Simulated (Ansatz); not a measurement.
# C3H9FGeO: vertical ionisation energy

One table from this session's results is given with a row withheld; the runs are named, their logs left out.

Program: Ansatz 0.2.0, Gaussian basis. Level of theory: unrestricted cation, the program's frozen cores in correlated methods. These are calculated values, not measurements.

The runs, in order: UKS PBE-D4/def2-TZVPP; UKS r2SCAN-D4/def2-TZVPP; UKS PBE0-D4/def2-TZVPP; UKS B3LYP-D4/def2-TZVPP; UKS wB97X-V/def2-TZVPP; UKS wB97M-V/def2-TZVPP; UKS B2PLYP/def2-TZVPP; UHF-CCSD(T)/def2-TZVPP; UHF-MP2/def2-QZVPP; extrapolation to the limit; then −ε(HOMO) from the neutral's earlier runs with LDA (SPW92), PBE-D4, revPBE-D4, BLYP-D4, r2SCAN-D4, B97M-V, PBE0-D4, B3LYP-D4, r2SCANh-D4, r2SCAN0-D4, HSE06-D4, BHLYP-D4, CAM-B3LYP-D4, LC-ωPBE, ωB97X-V, ωB97M-V.

### Structure used throughout

An earlier PBE0-D4 in a triple-zeta def2 set relaxation fixed the geometry.

SMILES `CC(C)[O][GeH2][F]`, 15 atoms, charge 0, spin multiplicity 1.

Atoms are counted from 1 here; the program's logs count them from 0.

Bond lengths: C1–C2 1.516 Å, C1–H7 1.093 Å, C1–H8 1.093 Å, C1–H9 1.092 Å, C2–C3 1.513 Å, C2–O4 1.427 Å, C2–H10 1.102 Å, C3–H11 1.093 Å, C3–H12 1.092 Å, C3–H13 1.091 Å, O4–Ge5 1.754 Å, Ge5–F6 1.743 Å, Ge5–H14 1.527 Å, Ge5–H15 1.536 Å. Angles: C2–C1–H7 110.6°, C2–C1–H8 109.9°, C2–C1–H9 111.1°, H7–C1–H8 108.5°, H7–C1–H9 108.5°, H8–C1–H9 108.2°, C1–C2–C3 112.5°, C1–C2–O4 110.1°, C1–C2–H10 108.8°, C3–C2–O4 107.4°, C3–C2–H10 108.6°, O4–C2–H10 109.3°, C2–C3–H11 109.9°, C2–C3–H12 110.7°, C2–C3–H13 110.7°, H11–C3–H12 108.5°, H11–C3–H13 108.3°, H12–C3–H13 108.6° and more.

As a file:

```
C    -0.16738   -0.53196    1.44833
C     0.44868   -0.21207    0.10106
C     1.28750   -1.35025   -0.43663
O    -0.57584    0.05228   -0.85709
Ge   -1.21220    1.67311   -1.06652
F    -2.16681    2.07800    0.33413
H     0.61072   -0.74148    2.18643
H    -0.81115   -1.41090    1.36372
H    -0.77300    0.30103    1.81039
H     1.08950    0.67812    0.20526
H     0.66693   -2.23999   -0.56843
H     2.09774   -1.59195    0.25500
H     1.72112   -1.08790   -1.40320
H    -2.16242    1.62732   -2.26080
H    -0.07519    2.70563   -1.08245
```

The first run:

in.yaml reads:

```yaml
crystal:
  periodic: [false, false, false]
  atoms:
    - {symbol: C, position_ang: [-0.167377, -0.531962, 1.448328]}
    - {symbol: C, position_ang: [0.448677, -0.212070, 0.101061]}
    - {symbol: C, position_ang: [1.287502, -1.350249, -0.436630]}
    - {symbol: O, position_ang: [-0.575839, 0.052279, -0.857087]}
    - {symbol: Ge, position_ang: [-1.212197, 1.673114, -1.066516]}
    - {symbol: F, position_ang: [-2.166813, 2.078003, 0.334126]}
    - {symbol: H, position_ang: [0.610717, -0.741482, 2.186428]}
    - {symbol: H, position_ang: [-0.811153, -1.410900, 1.363715]}
    - {symbol: H, position_ang: [-0.773000, 0.301027, 1.810388]}
    - {symbol: H, position_ang: [1.089505, 0.678122, 0.205258]}
    - {symbol: H, position_ang: [0.666929, -2.239986, -0.568430]}
    - {symbol: H, position_ang: [2.097742, -1.591953, 0.255003]}
    - {symbol: H, position_ang: [1.721120, -1.087902, -1.403201]}
    - {symbol: H, position_ang: [-2.162422, 1.627325, -2.260796]}
    - {symbol: H, position_ang: [-0.075191, 2.705634, -1.082445]}
basis:
  gaussian: {orbitals: def2-TZVPP}
total_charge: 1
magnetization: {spin_polarized: true, initial_magnetization: 1}
hamiltonian: {xc: pbe, dispersion: d4}
```

Started as:

```console
$ ansatz run in.yaml --threads 2 --pin off --events-out ev --progress --plain --max-ram 20480MiB --backend cpu
```

Steps of the session up to this table: Cation, UKS PBE-D4/def2-TZVPP; Cation, UKS r2SCAN-D4/def2-TZVPP; Cation, UKS PBE0-D4/def2-TZVPP; Cation, UKS B3LYP-D4/def2-TZVPP; Cation, UKS wB97X-V/def2-TZVPP; Cation, UKS wB97M-V/def2-TZVPP; Cation, UKS B2PLYP (frozen core)/def2-TZVPP; Cation, UHF-CCSD(T)/def2-TZVPP; Cation, UHF-MP2/def2-QZVPP.

One of the session's tables, all rows but one given; the rest of the session is left out.

For comparison, −ε(HOMO) of the neutral from earlier runs:

| functional | −ε(HOMO) (eV) |
| --- | --- |
| LDA (SPW92) | ? |
| PBE-D4 | 6.71 |
| revPBE-D4 | 6.64 |
| BLYP-D4 | 6.62 |
| r2SCAN-D4 | 7.03 |
| B97M-V | 7.20 |
| PBE0-D4 | 8.25 |
| B3LYP-D4 | 8.02 |
| r2SCANh-D4 | 7.61 |
| r2SCAN0-D4 | 8.48 |
| HSE06-D4 | 7.85 |
| BHLYP-D4 | 9.75 |
| CAM-B3LYP-D4 | 9.71 |
| LC-ωPBE | 11.03 |
| ωB97X-V | 10.72 |
| ωB97M-V | 10.66 |

Estimate the missing values for LDA (SPW92).

As computed: −ε(HOMO) (eV): 6.88. In the column «−ε(HOMO) (eV)» it lies between PBE-D4 (6.71) and r2SCAN-D4 (7.03).
